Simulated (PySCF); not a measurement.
**The bond of SnN+, level by level**

One table from this session's results is given with a row withheld; the runs are named, their logs left out.

Method: Sn def2-SVP with ECP28, N def2-SVP, scalar-relativistic core potentials; program: PySCF 2.14.0.

Set-up of the first run:

The job is set up so:

```
atoms                         : Sn, N
charge                        : 1
basis                         : Sn def2-SVP with ECP28, N def2-SVP
Hamiltonian                   : scalar-relativistic core potentials
basis functions               : 40
electrons treated             : 28
masses in u                   : 119.9022, 14.0031
levels                        : PBE0, PBE, r²SCAN, r²SCANh, PW91, PBEsol, HF, MP2, SCS-MP2, CCSD, CCSD(T)
grid                          : 80 radial by 434 angular points
occupations                   : held fixed by the projection of orbital angular momentum
dissociation limit            : Sn+ + N, each in its ground configuration
starting distance in angstrom : 2.105
values of 2S to try           : 0, 2, 4
```

Run with:

```
> OMP_NUM_THREADS=1 python dia.py task.json out
```

Among the steps run: Input; PBE0 along the bond; Higher solutions at PBE0; PBE (GGA); r²SCAN (meta-GGA); r²SCANh (hybrid meta-GGA); PW91 (GGA); PBEsol; ROHF; Correlated methods on the Hartree–Fock reference.

One table of the session follows, with a row left open; its other results are not shown here.

Energy (eV) from each level's lowest point:

```
R (Å)   ROHF  ROHF-MP2  ROHF-SCS-MP2  ROHF-CCSD  ROHF-CCSD(T)
1.847  0.836     0.909         0.939        n/a           n/a
1.933  0.333     0.388         0.411      0.445         0.469
2.019  0.077     0.111         0.126      0.149         0.164
2.084      ?         ?             ?          ?             ?
2.148  0.000     0.000         0.000      0.000         0.000
2.212  0.054     0.036         0.027      0.012         0.004
2.298  0.188     0.145         0.123      0.082         0.063
2.406  0.423     0.344         0.304      0.220         0.186
2.535  0.758     0.630         0.567      0.412         0.359
2.707  1.243     1.033         0.939        n/a           n/a
```

Q: Estimate the row for R (Å) = 2.084 from the others.

Worked estimate for «ROHF». A straight line through the neighbours (2.019, 0.077) and (2.148, 0.000) gives 0.077 + (0.000 − 0.077) × (2.084 − 2.019) / (2.148 − 2.019) = 0.038; a parabola fitted to 4 rows on both sides gives -0.003.

As computed: ROHF: 0.002; ROHF-MP2: 0.019; ROHF-SCS-MP2: 0.027; ROHF-CCSD: 0.039; ROHF-CCSD(T): 0.047. In «ROHF» the line misses by +0.036 and the parabola by -0.005.

Caveats from the session: Lowest PBE0 solution found, without spin–orbit coupling: ³Σ⁻ (triplet), unpaired electrons π ↑↑. Warnings in the runs' records: inverted.
